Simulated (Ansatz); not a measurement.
**C2H6ClFGeSe: one species, many methods**

An exercise on one series of results from a longer session: the logs are not shown, and one member is left open.

Computed with Ansatz 0.2.0, Gaussian basis. Level: functionals in def2-TZVPP, the program's frozen cores in correlated methods.

The runs, in order: LDA (SPW92), PBE-D4, revPBE-D4, BLYP-D4, r2SCAN-D4, B97M-V, PBE0-D4, B3LYP-D4, r2SCANh-D4, r2SCAN0-D4, HSE06-D4, BHLYP-D4, CAM-B3LYP-D4, LC-ωPBE, ωB97X-V, ωB97M-V, B2PLYP, PBE-QIDH; CCSD(T)/def2-SVP; CCSD(T)/def2-TZVPP; MP2/def2-QZVPP; extrapolation to the limit; RPA on PBE.

## The geometry

An earlier PBE0-D4 in a triple-zeta def2 set relaxation fixed the geometry.

SMILES `C[Se][Ge]([CH3])([F])[Cl]`, 12 atoms, charge 0, spin multiplicity 1.

Atoms are counted from 1 here; the program's logs count them from 0.

Bond lengths: C1–Se2 1.959 Å, C1–H7 1.089 Å, C1–H8 1.088 Å, C1–H9 1.088 Å, Se2–Ge3 2.327 Å, Ge3–C4 1.931 Å, Ge3–F5 1.734 Å, Ge3–Cl6 2.154 Å, C4–H10 1.090 Å, C4–H11 1.090 Å, C4–H12 1.090 Å. Angles: Se2–C1–H7 105.5°, Se2–C1–H8 110.0°, Se2–C1–H9 111.0°, H7–C1–H8 109.7°, H7–C1–H9 109.4°, H8–C1–H9 111.1°, C1–Se2–Ge3 96.2°, Se2–Ge3–C4 118.8°, Se2–Ge3–F5 104.9°, Se2–Ge3–Cl6 110.0°, C4–Ge3–F5 107.6°, C4–Ge3–Cl6 108.4°, F5–Ge3–Cl6 106.4°, Ge3–C4–H10 108.9°, Ge3–C4–H11 109.8°, Ge3–C4–H12 109.1°, H10–C4–H11 109.4°, H10–C4–H12 110.0° and more.

As a file:

```mol
C2H6ClFGeSe
  3D, bonds by distance, orders not assigned

 12 11  0  0  0  0  0  0  0  0999 V2000
   -1.0281   -1.9097    0.6310 C   0  0
   -1.8200   -0.5574   -0.5443 Se  0  0
   -0.2688    1.1147   -0.0848 Ge  0  0
    1.4977    0.9823   -0.8545 C   0  0
   -0.9931    2.5725   -0.6822 F   0  0
   -0.0664    1.3659    2.0450 Cl  0  0
   -1.7157   -2.7533    0.6095 H   0  0
   -0.9535   -1.5226    1.6447 H   0  0
   -0.0554   -2.2258    0.2609 H   0  0
    2.0764    1.8590   -0.5627 H   0  0
    1.9926    0.0827   -0.4885 H   0  0
    1.4114    0.9367   -1.9400 H   0  0
  1  2  8  0
  2  3  8  0
  3  4  8  0
  3  5  8  0
  3  6  8  0
  1  7  8  0
  1  8  8  0
  1  9  8  0
  4 10  8  0
  4 11  8  0
  4 12  8  0
M  END
```

Set-up of the first run:

The input, in.yaml:

```yaml
crystal:
  periodic: [false, false, false]
  atoms:
    - {symbol: C, position_ang: [-1.028145, -1.909696, 0.631021]}
    - {symbol: Se, position_ang: [-1.820022, -0.557448, -0.544305]}
    - {symbol: Ge, position_ang: [-0.268760, 1.114716, -0.084837]}
    - {symbol: C, position_ang: [1.497747, 0.982313, -0.854462]}
    - {symbol: F, position_ang: [-0.993094, 2.572453, -0.682213]}
    - {symbol: Cl, position_ang: [-0.066415, 1.365906, 2.045047]}
    - {symbol: H, position_ang: [-1.715738, -2.753294, 0.609521]}
    - {symbol: H, position_ang: [-0.953541, -1.522586, 1.644678]}
    - {symbol: H, position_ang: [-0.055401, -2.225844, 0.260902]}
    - {symbol: H, position_ang: [2.076376, 1.859000, -0.562739]}
    - {symbol: H, position_ang: [1.992629, 0.082734, -0.488469]}
    - {symbol: H, position_ang: [1.411365, 0.936745, -1.940045]}
basis:
  gaussian: {orbitals: def2-TZVPP}
hamiltonian: {xc: lda}
output: {orbitals: {seedname: orbitals}}
```

Steps of the session up to this table: LDA; PBE-D4 (GGA); revPBE-D4 (GGA); BLYP-D4 (GGA); r2SCAN-D4 (meta-GGA); B97M-V (meta-GGA); PBE0-D4 (hybrid); B3LYP-D4 (hybrid); r2SCANh-D4 (hybrid); r2SCAN0-D4 (hybrid); HSE06-D4 (hybrid); BHLYP-D4 (hybrid); CAM-B3LYP-D4 (range-separated); LC-ωPBE (range-separated); ωB97X-V (range-separated); ωB97M-V (range-separated); B2PLYP (double hybrid); PBE-QIDH (double hybrid).

One of the session's tables, all rows but one given; the rest of the session is left out.

It belongs to the step «Orbital energies across the functionals». 

| functional | HOMO (eV) | gap (eV) |
| --- | --- | --- |
| LDA (SPW92) | -5.98 | 4.00 |
| PBE-D4 | -5.83 | 4.13 |
| revPBE-D4 | -5.78 | 4.18 |
| BLYP-D4 | -5.67 | 4.04 |
| r2SCAN-D4 | -6.11 | 4.62 |
| B97M-V | ? | ? |
| PBE0-D4 | -7.01 | 6.18 |
| B3LYP-D4 | -6.77 | 5.68 |
| r2SCANh-D4 | -6.54 | 5.36 |
| r2SCAN0-D4 | -7.18 | 6.48 |
| HSE06-D4 | -6.61 | 5.41 |
| BHLYP-D4 | -8.03 | 8.12 |
| CAM-B3LYP-D4 | -8.30 | 8.47 |
| LC-ωPBE | -9.66 | 11.02 |
| ωB97X-V | -9.32 | 10.56 |
| ωB97M-V | -9.18 | 10.22 |

Estimate the missing values for B97M-V.

**Answer.** HOMO (eV): -6.19; gap (eV): 4.77. In the column «HOMO (eV)» it lies between r2SCANh-D4 (-6.54) and r2SCAN-D4 (-6.11).
